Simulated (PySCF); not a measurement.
**TaOF: relaxation and vibrations of the triplet**

Where does triplet TaOF go from a bent start, is the end point a minimum, and what are its modes, charges and moments?

Method: PBE0, basis Ta def2-TZVP with ECP60, O def2-TZVP, F def2-TZVP, scalar-relativistic core potentials, no spin–orbit coupling, density fitting; program: PySCF 2.14.0.

## Step 1: Starting geometry

3 atoms, charge 0, spin multiplicity 3.

Bond lengths: Ta1–O2 1.830 Å, Ta1–F3 2.100 Å. Angles: O2–Ta1–F3 110.0°.

Coordinates in bohr (charge 0 multiplicity 3):
```
Ta    0.0000    0.0000    0.0000
O    -2.8327    0.0000    1.9835
F     3.2507    0.0000    2.2762
```

## Step 2: First SCF at the start

The steps below are one call of a driver around PySCF. For each, scf.py gives the equivalent set-up of the SCF; relaxations use the driver's own optimiser. After this first run the driver tries any further starts and a stability analysis.

File scf.py:

```python
from pyscf import gto, scf, dft
mol = gto.M(atom='''
Ta     0.000000     0.000000     0.000000
O     -1.499000     0.000000     1.049600
F      1.720200     0.000000     1.204500''',
    basis={'Ta': 'def2-TZVP', 'O': 'def2-TZVP', 'F': 'def2-TZVP'},
    ecp={'Ta': 'def2-TZVP'},
    charge=0, spin=2)
mf = dft.UKS(mol, xc='PBE0')
mf.grids.atom_grid = (50, 194)
aux = {'Ta': 'def2-universal-JKFIT', 'O': 'def2-universal-JKFIT', 'F': 'def2-universal-JKFIT'}
mf = mf.density_fit(auxbasis=aux)
mf.conv_tol = 1e-08
mf.diis_space = 10
mf.max_cycle = 60
mf.init_guess = 'minao'
mf.verbose = 4
mf.kernel()
```

Started as:

```
> OMP_NUM_THREADS=4 python axn.py task.json out
```

Further steps of the session: Relaxing the triplet from the bent start; Vibrations and properties at this point.

Q: Predict the outcome of this session. Wanted: minimum; geometry; wavenumbers; dipole moment; highest occupied, lowest empty level; polar-tensor charge of Ta1; zero-point energy; atomisation energy; ⟨S²⟩.

The runs gave:

| quantity | value |
| --- | --- |
| minimum | triplet, Cs |
| geometry | Ta–F 1.890 Å, Ta–O 1.707 Å; F–Ta–O 117.4° |
| wavenumbers (cm⁻¹) | 194 (a'), 646 (a'), 1017 (a') |
| dipole moment | 3.46 D |
| highest occupied, lowest empty level (either spin) | -5.96, -2.94 eV |
| polar-tensor charge of Ta1 | +1.41 e |
| zero-point energy | 11.1 kJ/mol |
| entropy at 298.15 K | 296.0 J/(mol K) |
| atomisation energy (no zero-point energy) | 1326 kJ/mol |
| ⟨S²⟩ | 2.010 |

The bent start keeps its Cs symmetry and ends in a minimum. The strongest infrared band lies at 1017 cm⁻¹ (a', stretch). Most of the spin sits on Ta1 (Mulliken spin 2.14, against 2 for the whole molecule). Only this shape and spin were tried, so other structures or states may lie lower. One determinant may miss the lowest occupation of an open d or f shell. Spin–orbit coupling, left out here, can matter for elements this heavy.
